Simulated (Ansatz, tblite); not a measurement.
# [(RSn)12O14(OH)6]2+, R = Cl (Cl12H6O20Sn12 (+2)): charged states by level of theory

What does removing or adding an electron cost or gain for [(RSn)12O14(OH)6]2+, R = Cl (Cl12H6O20Sn12 (+2))? Each charged state is run at several levels.

Program: Ansatz 0.2.0, Gaussian basis. Level of theory: as each input shows. These are calculated values, not measurements.

The runs, in order: charge +3 doublet, at the geometry of the singlet (PBE0-D4/def2-SVP, PBE-D4/def2-SVP, BLYP-D4/def2-SVP); charge +1 doublet, at the geometry of the singlet (PBE0-D4/def2-SVP, PBE-D4/def2-SVP, BLYP-D4/def2-SVP); the starting singlet's energies come from earlier runs.

2 further runs of the same task are left out: 1 that didn't finish, 1 set aside as unsound or not needed.

## Step 1: The structure

The singlet was relaxed beforehand with r2SCAN-D4/def2-SVP.

50 atoms, charge 2, spin multiplicity 1.

Atoms are counted from 1 here; the program's logs count them from 0.

Bond lengths: Sn1–O13 2.107 Å, Sn1–O14 2.111 Å, Sn1–O15 2.111 Å, Sn1–O27 2.111 Å, Sn1–O28 2.111 Å, Sn1–Cl33 2.315 Å, Sn2–O13 2.107 Å, Sn2–O16 2.111 Å, Sn2–O17 2.111 Å, Sn2–O27 2.111 Å, Sn2–O29 2.111 Å, Sn2–Cl34 2.315 Å, Sn3–O13 2.107 Å, Sn3–O18 2.110 Å, Sn3–O19 2.111 Å, Sn3–O28 2.111 Å, Sn3–O29 2.111 Å, Sn3–Cl35 2.315 Å and more. Angles: O13–Sn1–O14 88.3°, O13–Sn1–O15 88.3°, O13–Sn1–O27 74.9°, O13–Sn1–O28 74.9°, O13–Sn1–Cl33 169.1°, O14–Sn1–O15 76.2°, O14–Sn1–O27 159.1°, O14–Sn1–O28 90.6°, O14–Sn1–Cl33 100.2°, O15–Sn1–O27 90.6°, O15–Sn1–O28 159.0°, O15–Sn1–Cl33 100.2°, O27–Sn1–O28 96.9°, O27–Sn1–Cl33 98.0°, O28–Sn1–Cl33 98.1°, O13–Sn2–O16 88.3°, O13–Sn2–O17 88.3°, O13–Sn2–O27 74.9° and more.

Sn takes a core potential in the def2 sets. No spin-orbit coupling is included. The ion is computed in the gas phase, without counter-ions or solvent.

## Step 2: Charge +3 doublet at the fixed geometry, PBE0-D4/def2-SVP

File in.yaml:

```yaml
crystal:
  periodic: [false, false, false]
  atoms:
    - {symbol: Sn, position_ang: [0.176471, 1.847122, 2.883030]}
    - {symbol: Sn, position_ang: [1.848502, 2.881989, 0.176838]}
    - {symbol: Sn, position_ang: [2.882620, 0.175206, 1.848390]}
    - {symbol: Sn, position_ang: [0.227822, 1.954059, -2.560766]}
    - {symbol: Sn, position_ang: [1.953500, -2.561508, 0.227063]}
    - {symbol: Sn, position_ang: [-2.561314, 0.227738, 1.953496]}
    - {symbol: Sn, position_ang: [-0.227738, -1.953988, 2.560742]}
    - {symbol: Sn, position_ang: [-1.953453, 2.561571, -0.227133]}
    - {symbol: Sn, position_ang: [2.561315, -0.227746, -1.953645]}
    - {symbol: Sn, position_ang: [-0.176458, -1.847146, -2.883081]}
    - {symbol: Sn, position_ang: [-1.848403, -2.881956, -0.176846]}
    - {symbol: Sn, position_ang: [-2.882563, -0.175176, -1.848439]}
    - {symbol: O, position_ang: [1.149014, 1.148142, 1.149023]}
    - {symbol: O, position_ang: [-0.772499, -0.032016, 3.033502]}
    - {symbol: O, position_ang: [-1.577679, 2.075850, 1.731719]}
    - {symbol: O, position_ang: [-0.031059, 3.033212, -0.771667]}
    - {symbol: O, position_ang: [2.076411, 1.731316, -1.577776]}
    - {symbol: O, position_ang: [1.731656, -1.579091, 2.076125]}
    - {symbol: O, position_ang: [3.033302, -0.772773, -0.031481]}
    - {symbol: O, position_ang: [-1.731550, 1.579124, -2.076165]}
    - {symbol: O, position_ang: [0.772489, 0.032052, -3.033552]}
    - {symbol: O, position_ang: [0.031152, -3.033126, 0.771632]}
    - {symbol: O, position_ang: [1.577707, -2.075852, -1.731830]}
    - {symbol: O, position_ang: [-2.076343, -1.731300, 1.577735]}
    - {symbol: O, position_ang: [-3.033303, 0.772833, 0.031359]}
    - {symbol: O, position_ang: [-1.148952, -1.148111, -1.149088]}
    - {symbol: O, position_ang: [1.012380, 3.568154, 1.990118]}
    - {symbol: O, position_ang: [1.989194, 1.010367, 3.569344]}
    - {symbol: O, position_ang: [3.569300, 1.988466, 1.012430]}
    - {symbol: O, position_ang: [-1.012439, -3.568144, -1.990167]}
    - {symbol: O, position_ang: [-1.989239, -1.010442, -3.569420]}
    - {symbol: O, position_ang: [-3.569224, -1.988399, -1.012387]}
    - {symbol: Cl, position_ang: [-0.507766, 2.813930, 4.871586]}
    - {symbol: Cl, position_ang: [2.815312, 4.870542, -0.507223]}
    - {symbol: Cl, position_ang: [4.871169, -0.508752, 2.815364]}
    - {symbol: Cl, position_ang: [0.377211, 3.324817, -4.384816]}
    - {symbol: Cl, position_ang: [3.323709, -4.386079, 0.374694]}
    - {symbol: Cl, position_ang: [-4.386023, 0.377252, 3.323330]}
    - {symbol: Cl, position_ang: [-0.376924, -3.324505, 4.384992]}
    - {symbol: Cl, position_ang: [-3.323787, 4.386051, -0.374777]}
    - {symbol: Cl, position_ang: [4.385896, -0.377399, -3.323634]}
    - {symbol: Cl, position_ang: [0.507667, -2.814022, -4.871641]}
    - {symbol: Cl, position_ang: [-2.815157, -4.870437, 0.507465]}
    - {symbol: Cl, position_ang: [-4.871163, 0.508665, -2.815396]}
    - {symbol: H, position_ang: [1.025113, 4.473736, 2.344387]}
    - {symbol: H, position_ang: [2.343082, 1.022857, 4.475082]}
    - {symbol: H, position_ang: [4.474995, 2.342441, 1.025315]}
    - {symbol: H, position_ang: [-1.025246, -4.473742, -2.344394]}
    - {symbol: H, position_ang: [-2.343663, -1.023799, -4.474942]}
    - {symbol: H, position_ang: [-4.475081, -2.341972, -1.024486]}
basis:
  gaussian: {orbitals: def2-SVP, fitting: {mean_field: def2-universal-jkfit}}
total_charge: 3
magnetization: {spin_polarized: true, initial_magnetization: 1}
hamiltonian: {xc: pbe0, dispersion: d4}
scf: {omitted_lower_state_checks: [starts]}
output: {orbitals: {seedname: orbitals}}
```

Run with:

```
ansatz run in.yaml --threads 11 --pin off --events-out ev --progress --plain --max-ram 174080MiB --backend cuda --devices 0, --max-vram 75GiB
```

Log:

```text
Functional definition: PBE0
  name "PBE0"
  cite "Adamo & Barone, J. Chem. Phys. 110, 6158 (1999) doi:10.1063/1.478522"
  cite "Perdew, Burke & Ernzerhof, Phys. Rev. Lett. 77, 3865 (1996) doi:10.1103/PhysRevLett.77.3865"
  parent pbe
  parameter a = 0.25
  parameter kappa = 0.804
  parameter beta = 0.06672455060314922
  exchange = (1 - a)*pbe_x(kappa = kappa, mu = beta*pi^2/3) + a*exact_x
  correlation = pbe_c(beta = beta)
these checks for a lower state are left out or cut short: starts
5800 factors; integrals over basis functions are off by at most 1.4e-1 eV
mean field evaluation 1: about -261028.6046 eV, gradient 1.6e2 eV
mean field evaluation 2: about -260631.9759 eV, gradient 3.4e2 eV
mean field evaluation 4: about -261116.3087 eV, gradient 4.7e1 eV
mean field evaluation 8: about -261125.8680 eV, gradient 8.9e0 eV
mean field evaluation 16: about -261126.5864 eV, gradient 2.6e-1 eV
mean field evaluation 32: about -261126.5904 eV, gradient 1.7e-2 eV
mean field -261126.60822333 eV, -9596.2258542353 hartree, gradient 3.4e-6 eV, S^2 0.751697; 0 other end points of the search recorded, 0 dependent functions left out
reference -261126.60829432 eV, -9596.2258568439 hartree; 316, 315 occupied and 522, 523 virtual orbitals, 5800 factors
Total energy: -261131.48816039 eV, -9596.4051886145 hartree
Checks for a lower state left out: starts
```

Run time: 2.3 min. Hardware: 1 × H100 with 11 threads of AMD EPYC 7R13, shared host; peak host memory 1.8 GiB.

HOMO -16.81 eV, LUMO -16.39 eV (over both spins); ⟨S²⟩ 0.752 (pure: 0.75).

## Step 3: Charge +3 doublet at the fixed geometry, PBE-D4/def2-SVP

start.molden holds the orbitals of an earlier run on this state, given as this run's starting guess.

Changes to in.yaml since step 2:

```diff
@@ -54,6 +54,6 @@
 basis:
-  gaussian: {orbitals: def2-SVP, fitting: {mean_field: def2-universal-jkfit}}
+  gaussian: {orbitals: def2-SVP, fitting: {mean_field: def2-universal-jkfit}, initial_orbitals: start.molden}
 total_charge: 3
 magnetization: {spin_polarized: true, initial_magnetization: 1}
-hamiltonian: {xc: pbe0, dispersion: d4}
+hamiltonian: {xc: pbe, dispersion: d4}
 scf: {omitted_lower_state_checks: [starts]}
```

The command is unchanged.

Log:

```text
Functional definition: PBE
  name "PBE"
  cite "Perdew, Burke & Ernzerhof, Phys. Rev. Lett. 77, 3865 (1996) doi:10.1103/PhysRevLett.77.3865"
  parent pbe
  parameter kappa = 0.804
  parameter beta = 0.06672455060314922
  exchange = pbe_x(kappa = kappa, mu = beta*pi^2/3)
  correlation = pbe_c(beta = beta)
these checks for a lower state are left out or cut short: starts
5800 factors; integrals over basis functions are off by at most 1.4e-1 eV
mean field evaluation 1: about -261112.5348 eV, gradient 1.6e1 eV
mean field evaluation 2: about -261113.8923 eV, gradient 1.3e0 eV
mean field evaluation 4: about -261113.9242 eV, gradient 2.4e-1 eV
mean field evaluation 8: about -261113.9322 eV, gradient 1.4e-2 eV
mean field evaluation 16: about -261113.9322 eV, gradient 4.1e-4 eV
mean field -261113.93219968 eV, -9595.7600189581 hartree, gradient 2.8e-6 eV, S^2 0.750411; 0 other end points of the search recorded, 0 dependent functions left out
reference -261113.93229518 eV, -9595.7600224679 hartree; 316, 315 occupied and 522, 523 virtual orbitals, 5800 factors
Total energy: -261119.26651713 eV, -9595.9560515089 hartree
Checks for a lower state left out: starts
```

Run time: 44 s. Hardware: 1 × H100 with 11 threads of AMD EPYC 7R13, shared host; peak host memory 1.7 GiB.

HOMO -15.59 eV, LUMO -15.56 eV (over both spins); ⟨S²⟩ 0.750 (pure: 0.75).

## Step 4: Charge +3 doublet at the fixed geometry, BLYP-D4/def2-SVP

Changes to in.yaml since step 3:

```diff
@@ -57,3 +57,3 @@
 magnetization: {spin_polarized: true, initial_magnetization: 1}
-hamiltonian: {xc: pbe, dispersion: d4}
+hamiltonian: {xc: {name: BLYP}, dispersion: d4}
 scf: {omitted_lower_state_checks: [starts]}
```

The command is unchanged.

Log, shortened:

```text
Functional definition: BLYP
  name "BLYP"
  cite "Becke, Phys. Rev. A 38, 3098 (1988) doi:10.1103/PhysRevA.38.3098"
  cite "Lee, Yang & Parr, Phys. Rev. B 37, 785 (1988) doi:10.1103/PhysRevB.37.785"
[...]
5800 factors; integrals over basis functions are off by at most 1.4e-1 eV
[...]
mean field -261190.82725854 eV, -9598.5858602498 hartree, gradient 2.8e-6 eV, S^2 0.750431; 0 other end points of the search recorded, 0 dependent functions left out
reference -261190.82817238 eV, -9598.5858938331 hartree; 316, 315 occupied and 522, 523 virtual orbitals, 5800 factors
Total energy: -261201.27060041 eV, -9598.9696459850 hartree
Checks for a lower state left out: starts
```

Wall time 43 s (1 × H100 with 11 threads of AMD EPYC 7R13, shared host); peak host memory 1.7 GiB.

From the report: HOMO -15.33 eV, LUMO -15.31 eV (over both spins); ⟨S²⟩ 0.750 (pure: 0.75).

## Step 5: Vertical ionisation energy

Charged state less starting state, singlet to doublet; the starting state's energies are those of its earlier runs.

```
           level  vertical ionisation energy (eV)     time
 PBE-D4/def2-SVP                           +14.23     53 s
BLYP-D4/def2-SVP                           +14.00     54 s
PBE0-D4/def2-SVP                           +15.39  2.5 min
```

Times add the two runs; a level without a time comes out of a correlated run.

Beside −ε(HOMO) of the starting state:

```
           level  −ε(HOMO) (eV)  by difference (eV)  mismatch (eV)
 PBE-D4/def2-SVP          12.78               14.23          -1.45
BLYP-D4/def2-SVP          12.52               14.00          -1.49
PBE0-D4/def2-SVP          14.32               15.39          -1.07
```

## Step 6: Charge +1 doublet at the fixed geometry, PBE0-D4/def2-SVP

Changes to in.yaml since step 4:

```diff
@@ -54,6 +54,6 @@
 basis:
-  gaussian: {orbitals: def2-SVP, fitting: {mean_field: def2-universal-jkfit}, initial_orbitals: start.molden}
-total_charge: 3
+  gaussian: {orbitals: def2-SVP, fitting: {mean_field: def2-universal-jkfit}}
+total_charge: 1
 magnetization: {spin_polarized: true, initial_magnetization: 1}
-hamiltonian: {xc: {name: BLYP}, dispersion: d4}
+hamiltonian: {xc: pbe0, dispersion: d4}
 scf: {omitted_lower_state_checks: [starts]}
```

Same command.

Log, shortened:

```text
Functional definition: PBE0
  name "PBE0"
  cite "Adamo & Barone, J. Chem. Phys. 110, 6158 (1999) doi:10.1063/1.478522"
  cite "Perdew, Burke & Ernzerhof, Phys. Rev. Lett. 77, 3865 (1996) doi:10.1103/PhysRevLett.77.3865"
  parent pbe
[...]
5800 factors; integrals over basis functions are off by at most 1.4e-1 eV
[...]
mean field -261150.58250950 eV, -9597.1068930014 hartree, gradient 1.2e-5 eV, S^2 0.751783; 0 other end points of the search recorded, 0 dependent functions left out
reference -261150.58257977 eV, -9597.1068955840 hartree; 317, 316 occupied and 521, 522 virtual orbitals, 5800 factors
Total energy: -261155.52851442 eV, -9597.2886553297 hartree
Checks for a lower state left out: starts
```

Run time: 20 s. Hardware: 1 × H100 with 11 threads of AMD EPYC 7R13, shared host; peak host memory 1.6 GiB.

From the report: HOMO -7.65 eV, LUMO -6.74 eV (over both spins); ⟨S²⟩ 0.752 (pure: 0.75).

## Step 7: Charge +1 doublet at the fixed geometry, PBE-D4/def2-SVP

Changes to in.yaml since step 6:

```diff
@@ -54,6 +54,6 @@
 basis:
-  gaussian: {orbitals: def2-SVP, fitting: {mean_field: def2-universal-jkfit}}
+  gaussian: {orbitals: def2-SVP, fitting: {mean_field: def2-universal-jkfit}, initial_orbitals: start.molden}
 total_charge: 1
 magnetization: {spin_polarized: true, initial_magnetization: 1}
-hamiltonian: {xc: pbe0, dispersion: d4}
+hamiltonian: {xc: pbe, dispersion: d4}
 scf: {omitted_lower_state_checks: [starts]}
```

The command is unchanged.

Log:

```text
Functional definition: PBE
  name "PBE"
  cite "Perdew, Burke & Ernzerhof, Phys. Rev. Lett. 77, 3865 (1996) doi:10.1103/PhysRevLett.77.3865"
  parent pbe
  parameter kappa = 0.804
  parameter beta = 0.06672455060314922
  exchange = pbe_x(kappa = kappa, mu = beta*pi^2/3)
  correlation = pbe_c(beta = beta)
these checks for a lower state are left out or cut short: starts
5800 factors; integrals over basis functions are off by at most 1.4e-1 eV
mean field evaluation 1: about -261135.6622 eV, gradient 1.6e1 eV
mean field evaluation 2: about -261136.9686 eV, gradient 1.3e0 eV
mean field evaluation 4: about -261136.9858 eV, gradient 7.1e-2 eV
mean field -261136.98586421 eV, -9596.6072255032 hartree, gradient 7.8e-5 eV, S^2 0.750235; 0 other end points of the search recorded, 0 dependent functions left out
reference -261136.98595943 eV, -9596.6072290027 hartree; 317, 316 occupied and 521, 522 virtual orbitals, 5800 factors
Total energy: -261142.39209785 eV, -9596.8059009250 hartree
Checks for a lower state left out: starts
```

Wall time 13 s (1 × H100 with 11 threads of AMD EPYC 7R13, shared host); peak host memory 1.6 GiB.

Report: HOMO -7.48 eV, LUMO -7.42 eV (over both spins); ⟨S²⟩ 0.750 (pure: 0.75).

## Step 8: Charge +1 doublet at the fixed geometry, BLYP-D4/def2-SVP

Changes to in.yaml since step 7:

```diff
@@ -57,3 +57,3 @@
 magnetization: {spin_polarized: true, initial_magnetization: 1}
-hamiltonian: {xc: pbe, dispersion: d4}
+hamiltonian: {xc: {name: BLYP}, dispersion: d4}
 scf: {omitted_lower_state_checks: [starts]}
```

Same command.

Log:

```text
Functional definition: BLYP
  name "BLYP"
  cite "Becke, Phys. Rev. A 38, 3098 (1988) doi:10.1103/PhysRevA.38.3098"
  cite "Lee, Yang & Parr, Phys. Rev. B 37, 785 (1988) doi:10.1103/PhysRevB.37.785"
  parameter beta = 0.0042
  parameter a = 0.04918
  parameter b = 0.132
  parameter c = 0.2533
  parameter d = 0.349
  exchange = b88_x(beta = beta)
  correlation = lyp_c(a = a, b = b, c = c, d = d)
these checks for a lower state are left out or cut short: starts
5800 factors; integrals over basis functions are off by at most 1.4e-1 eV
mean field evaluation 1: about -261211.5620 eV, gradient 2.0e1 eV
mean field evaluation 2: about -261213.3837 eV, gradient 1.6e0 eV
mean field evaluation 4: about -261213.4224 eV, gradient 8.5e-2 eV
mean field evaluation 8: about -261213.4225 eV, gradient 9.0e-6 eV
mean field -261213.42247499 eV, -9599.4162191389 hartree, gradient 9.0e-6 eV, S^2 0.750218; 0 other end points of the search recorded, 0 dependent functions left out
reference -261213.42338748 eV, -9599.4162526723 hartree; 317, 316 occupied and 521, 522 virtual orbitals, 5800 factors
Total energy: -261224.00344832 eV, -9599.8050627368 hartree
Checks for a lower state left out: starts
```

Wall time 13 s (1 × H100 with 11 threads of AMD EPYC 7R13, shared host); peak host memory 1.6 GiB.

From the report: HOMO -7.29 eV, LUMO -7.23 eV (over both spins); ⟨S²⟩ 0.750 (pure: 0.75).

## Step 9: Vertical electron affinity

Starting state less charged state (positive: the electron is bound), singlet to doublet; the starting state's energies are those of its earlier runs.

```
           level  vertical electron affinity (eV)  time
 PBE-D4/def2-SVP                            +8.89  21 s
BLYP-D4/def2-SVP                            +8.73  23 s
PBE0-D4/def2-SVP                            +8.65  32 s
```

Times add the two runs; a level without a time comes out of a correlated run.

Beside −ε(LUMO) of the starting state:

| level | −ε(LUMO) (eV) | by difference (eV) | mismatch (eV) |
| --- | --- | --- | --- |
| PBE-D4/def2-SVP | 10.23 | 8.89 | +1.34 |
| BLYP-D4/def2-SVP | 10.03 | 8.73 | +1.31 |
| PBE0-D4/def2-SVP | 9.59 | 8.65 | +0.93 |

## Step 10: What came out

```
                                           quantity                                  value
vertical ionisation energy, functionals in def2-SVP  14.00 (BLYP-D4) to 15.39 eV (PBE0-D4)
vertical electron affinity, functionals in def2-SVP     8.65 (PBE0-D4) to 8.89 eV (PBE-D4)
```

What this shows: The vertical ionisation energy spans 14.00 to 15.39 eV over the functionals. −ε(HOMO) misses the level's own difference by -1.07 eV at best (PBE0-D4) and -1.49 eV at worst (BLYP-D4). The vertical electron affinity spans 8.65 to 8.89 eV over the functionals. −ε(LUMO) misses the level's own difference by +0.93 eV at best (PBE0-D4) and +1.34 eV at worst (PBE-D4).
